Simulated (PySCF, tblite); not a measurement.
**C₆H₁₆BNO: geometry, infrared bands and NMR shifts**

Aim: predict the infrared bands and NMR shifts of C₆H₁₆BNO (`CO[C@H]1CC[BH2-][N+]1(C)C`).

Computed with tblite 0.8.0 and PySCF 2.14.0, with density-fitted response routines of our own, on a single molecule in the gas phase. Atoms count from 0, in the outputs and in this text.

### 1 Starting geometry

25 atoms, charge 0, multiplicity 1; geometry from: force field or distance geometry start.

Bonds of the start (Å): C0–O1 1.43, O1–C2 1.41, C2–C3 1.55, C3–C4 1.52, C4–B5 1.60, B5–N6 1.56, N6–C7 1.48, N6–C8 1.48, N6–C2 1.49, C0–H9 1.10, C0–H10 1.11, C0–H11 1.11, C2–H12 1.13, C3–H13 1.11, C3–H14 1.12, C4–H15 1.11, C4–H16 1.11, B5–H17 1.20, B5–H18 1.19, C7–H19 1.11, C7–H20 1.12, C7–H21 1.11, C8–H22 1.11, C8–H23 1.11, C8–H24 1.11.

### 2 Optimising the geometry with GFN2-xTB

Job settings and geometry (Å):

```
{"job": {"kind": "relax", "xc": "GFN2-xTB", "basis": "xTB"}, "charge": 0, "multiplicity": 1}
C      2.863600    -0.181700     0.538500
O      1.714300    -0.473800    -0.251700
C      0.576900     0.180000     0.270700
C      0.417700     1.580600    -0.366800
C     -1.058000     1.917900    -0.249300
B     -1.798900     0.514900    -0.052300
N     -0.674600    -0.571000    -0.046300
C     -0.928500    -1.594100     0.998500
C     -0.607600    -1.237800    -1.371100
H      3.739500    -0.642400     0.067700
H      2.753400    -0.611700     1.558300
H      3.030700     0.914200     0.596900
H      0.629600     0.340300     1.386800
H      0.729400     1.545700    -1.430000
H      1.037000     2.334200     0.175900
H     -1.413400     2.428000    -1.167600
H     -1.239500     2.577400     0.625900
H     -2.391100     0.535400     0.986300
H     -2.592500     0.343600    -0.916200
H     -1.019000    -1.143200     2.013300
H     -1.883000    -2.142100     0.787600
H     -0.104800    -2.335600     1.031300
H      0.168200    -2.025100    -1.376500
H     -0.379300    -0.513000    -2.179400
H     -1.581000    -1.716300    -1.621400
```

Started as:

```
> OMP_NUM_THREADS=1 python probes_run.py task.json out
```

The driver reads the jobs from task.json and runs them one after another.

**Question.** This job is followed by: GFN2-xTB harmonic vibrations, gas phase; GIAO PBE0/pcSseg-1 NMR shielding, non-relativistic, gas phase. What will the session give for the following? strongest single infrared mode (GFN2-xTB); zero-point energy (GFN2-xTB); ¹³C shifts against TMS (PBE0/pcSseg-1); ¹H shifts against TMS (PBE0/pcSseg-1, means over atoms taken as alike); ¹⁷O shifts against H2O (PBE0/pcSseg-1); ¹¹B shifts against BF3·OEt2 (PBE0/pcSseg-1); ¹⁵N shifts against NH3 (PBE0/pcSseg-1).

The runs gave:

```
                                                              quantity                                                           value
                             strongest single infrared mode (GFN2-xTB)                                           2435 cm⁻¹, 243 km/mol
                                          zero-point energy (GFN2-xTB)                                                  138.2 kcal/mol
                                ¹³C shifts against TMS (PBE0/pcSseg-1)                          103.3, 58.3, 48.9, 40.6, 30.2, 4.6 ppm
¹H shifts against TMS (PBE0/pcSseg-1, means over atoms taken as alike)  3.97, 3.52, 2.56, 2.41, 2.36, 2.30, 2.23, 1.58, 0.87, 0.76 ppm
                                ¹⁷O shifts against H2O (PBE0/pcSseg-1)                                                        47.1 ppm
                           ¹¹B shifts against BF3·OEt2 (PBE0/pcSseg-1)                                                       -10.6 ppm
                                ¹⁵N shifts against NH3 (PBE0/pcSseg-1)                                                        77.2 ppm
```

In words: Relaxing lowered the energy by 0.490 eV in 116 steps; the close pair that moved most is B5–N6, from 1.563 to 1.648 Å. All 69 modes are real, so the xTB geometry is a minimum. The strongest single mode, at 2435 cm⁻¹, moves mainly H17. Unscaled tight-binding wavenumbers are off by several per cent, some by more. Its intensities can rank the bands wrongly. H12 (hydrogen on an sp3 CH bonded to N and O) lies farthest downfield among hydrogen, at 3.97 ppm; its carbon carries N and O, hence the downfield position. At PBE0/pcSseg-1: The largest span, 99 ppm, is at O1, where the paramagnetic term is -112 ppm.
